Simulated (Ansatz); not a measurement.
The system is WAu.

```
W Au
1.0
     0.00000    2.74798    2.74798
     2.74798    0.00000    2.74798
     2.74798    2.74798    0.00000
W Au
1 1
Direct
  0.00000 0.00000 0.00000
  0.75000 0.75000 0.75000
```

The cell was built by a generator and needn't be a form met in nature.

Base run:

```yaml
Program: Ansatz 0.2.0
Functional: PBEsol
Potentials_or_basis: Ansatz PAW
Cutoff: "420 eV (not typed: the program's choice for these potentials)"
k_mesh: 8 × 8 × 8
Occupations: fermi-dirac, width 0.05 eV
Spin: no spin polarisation
```

Its results: band gap on the k mesh none (metal or under the smearing width); pressure 26.2 GPa.

**Question.** After a change of settings the same cell gave: band gap on the k mesh none (metal or under the smearing width); pressure 22.3 GPa. Which change was it?
A. functional from PBEsol to PBE; occupations from fermi-dirac, width 0.05 eV to gaussian, width 0.011 eV
B. functional from PBEsol to LDA
C. functional from PBEsol to PBE

**Answer.** B.

LDA binds more tightly than PBEsol, so the same cell stands under less pressure.

Caveats: so large a pressure means that the cell lies far from this level's equilibrium, or that cutoff or potentials fall short; spin-orbit coupling is left out, which moves the levels of the heavy elements; the PAW data sets come from PBE, with cores solved anew for the run's functional, which leaves a small shift of forces and pressure.
